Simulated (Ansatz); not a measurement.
**InSi2H7 (SMILES [SiH3][SiH2][InH2]) at CAM-B3LYP/def2-SVP (core potential)**

What is the vertical ionisation energy of InSi2H7 at CAM-B3LYP/def2-SVP (core potential)? 

Program for the calculation: Ansatz 0.2.0.

54 further runs of the same task are left out: 54 set aside as unsound or not needed.

### Step 1. Starting point

The species is InSi2H7 (10 atoms), meant as a singlet with charge 0. SMILES: `[SiH3][SiH2][InH2]`. The coordinates come from a PBE0-D4/def2-TZVP relaxation.

Bond lengths: Si1–Si2 2.339 Å, Si2–In3 2.571 Å, Si1–H4 1.488 Å, Si1–H5 1.489 Å, Si1–H6 1.489 Å, Si2–H7 1.491 Å, Si2–H8 1.492 Å, In3–H9 1.728 Å, In3–H10 1.728 Å. Some angles: Si1–Si2–In3 110.2°, Si1–Si2–H7 108.2°, Si1–Si2–H8 107.8°, In3–Si2–H7 111.9°, In3–Si2–H8 111.1°, Si2–Si1–H4 112.1°, Si2–Si1–H5 109.8°, Si2–Si1–H6 109.8°, Si2–In3–H9 121.0°, Si2–In3–H10 120.2°.

### Step 2. A single-point energy at CAM-B3LYP/def2-SVP (core potential)

job.yaml

```yaml
crystal:
  periodic: [false, false, false]
  atoms:
    - {symbol: Si, position_ang: [-1.450900, 0.732300, -0.821600]}
    - {symbol: Si, position_ang: [0.023100, -0.982700, -0.222400]}
    - {symbol: In, position_ang: [1.884800, -0.062700, 1.293100]}
    - {symbol: H, position_ang: [-2.541100, 0.248700, -1.711500]}
    - {symbol: H, position_ang: [-0.707700, 1.812100, -1.527500]}
    - {symbol: H, position_ang: [-2.065700, 1.320500, 0.400500]}
    - {symbol: H, position_ang: [-0.761300, -2.056900, 0.451800]}
    - {symbol: H, position_ang: [0.588700, -1.557900, -1.477300]}
    - {symbol: H, position_ang: [1.761400, -0.160900, 3.013900]}
    - {symbol: H, position_ang: [3.268800, 0.707500, 0.601100]}
basis:
  gaussian:
    orbitals: def2-SVP
hamiltonian:
  xc: {name: CAM-B3LYP}
accuracy: high
output:
  orbitals: {seedname: orbitals}
```

Command:

```sh
$ ansatz run job.yaml --threads 1 --pin off --max-ram 3480MiB --events-out events.jsonl --progress --plain --runs-dir runs
```

The program printed:

```text
Warning: RAYON_NUM_THREADS=1 ignored (pool sized by the plan → 1); use --threads N
Functional definition: CAM-B3LYP
  name "CAM-B3LYP"
  parameter alpha = 0.19
  parameter beta = 0.46
  parameter omega = 0.33/bohr
  parameter ac = 0.81
  exchange = (1 - alpha - beta)*b88_x + beta*b88_x_sr(omega) + alpha*exact_x + beta*exact_x_lr(omega)
  correlation = (1 - ac)*vwn5_c + ac*lyp_c
2240 factors; integrals over basis functions are off by at most 8.6e-9 eV
546 factors; integrals over basis functions are off by at most 2.4e-9 eV
mean field evaluation 1: about -21035.9457 eV, gradient 1.2e1 eV
mean field evaluation 2: about -21036.4014 eV, gradient 5.6e0 eV
mean field evaluation 4: about -21036.4871 eV, gradient 1.5e-1 eV
mean field evaluation 8: about -21036.5641 eV, gradient 3.8e-3 eV
mean field evaluation 16: about -21036.5641 eV, gradient 4.6e-6 eV
mean field -21036.56405875 eV, -773.0794700638 hartree, gradient 1.9e-8 eV, S^2 0.000000; 0 other end points of the search recorded, 0 dependent functions left out
reference -21036.56408328 eV, -773.0794709654 hartree; 28, 28 occupied and 69, 69 virtual orbitals, 2240 factors
Total energy: -21036.56408328 eV, -773.0794709654 hartree
```

Wall time 12 s (1 thread of Arm Neoverse V1, shared host); peak memory 0.43 GiB.

### Step 3. The doublet cation at the same level

molecule.yaml

```yaml
crystal:
  periodic: [false, false, false]
  atoms:
    - {symbol: Si, position_ang: [-1.450900, 0.732300, -0.821600]}
    - {symbol: Si, position_ang: [0.023100, -0.982700, -0.222400]}
    - {symbol: In, position_ang: [1.884800, -0.062700, 1.293100]}
    - {symbol: H, position_ang: [-2.541100, 0.248700, -1.711500]}
    - {symbol: H, position_ang: [-0.707700, 1.812100, -1.527500]}
    - {symbol: H, position_ang: [-2.065700, 1.320500, 0.400500]}
    - {symbol: H, position_ang: [-0.761300, -2.056900, 0.451800]}
    - {symbol: H, position_ang: [0.588700, -1.557900, -1.477300]}
    - {symbol: H, position_ang: [1.761400, -0.160900, 3.013900]}
    - {symbol: H, position_ang: [3.268800, 0.707500, 0.601100]}
basis:
  gaussian: {orbitals: def2-SVP}
total_charge: 1
magnetization: {spin_polarized: true, initial_magnetization: 1}
hamiltonian: {xc: {name: CAM-B3LYP}}
accuracy: high
output: {orbitals: {seedname: orbitals}}
```

Command:

```sh
$ ansatz run molecule.yaml --threads 1 --pin off --max-ram 3480MiB --events-out events.jsonl --progress --plain --runs-dir runs
```

The program printed, cut to the lines that bear on the results:

```text
Warning: RAYON_NUM_THREADS=1 ignored (pool sized by the plan → 1); use --threads N
[... 2 set-up lines as earlier in the session ...]
[...]
2236 factors; integrals over basis functions are off by at most 8.6e-9 eV
546 factors; integrals over basis functions are off by at most 2.5e-9 eV
[...]
mean field -21027.38029085 eV, -772.7419728186 hartree, gradient 9.4e-8 eV, S^2 0.758636; 4 other end points of the search recorded, 0 dependent functions left out
reference -21027.38031636 eV, -772.7419737559 hartree; 28, 27 occupied and 69, 70 virtual orbitals, 2236 factors
Total energy: -21027.38031636 eV, -772.7419737559 hartree
```

It took 32 s on 1 thread of Arm Neoverse V1, shared host; peak memory 0.64 GiB.

### Step 4. Results

Level: CAM-B3LYP/def2-SVP (core potential).

| quantity | value |
| --- | --- |
| singlet InSi2H7: total energy | -773.07947 Eh |
| singlet InSi2H7: HOMO energy | -8.43 eV |
| singlet InSi2H7: LUMO energy | -1.31 eV |
| singlet InSi2H7: HOMO–LUMO gap | 7.12 eV |
| doublet cation: total energy | -772.74197 Eh |
| doublet cation: HOMO energy (highest over α and β) | -14.40 eV |
| doublet cation: LUMO energy (lowest over α and β) | -9.94 eV |
| doublet cation: ⟨S²⟩ | 0.759 |
| vertical ionisation energy (to the doublet cation) | 9.184 eV |

**Reading.** The vertical ionisation energy comes to 9.18 eV (212 kcal/mol). −ε(HOMO) before ionisation, 8.43 eV, is 0.76 eV below this ionisation energy.
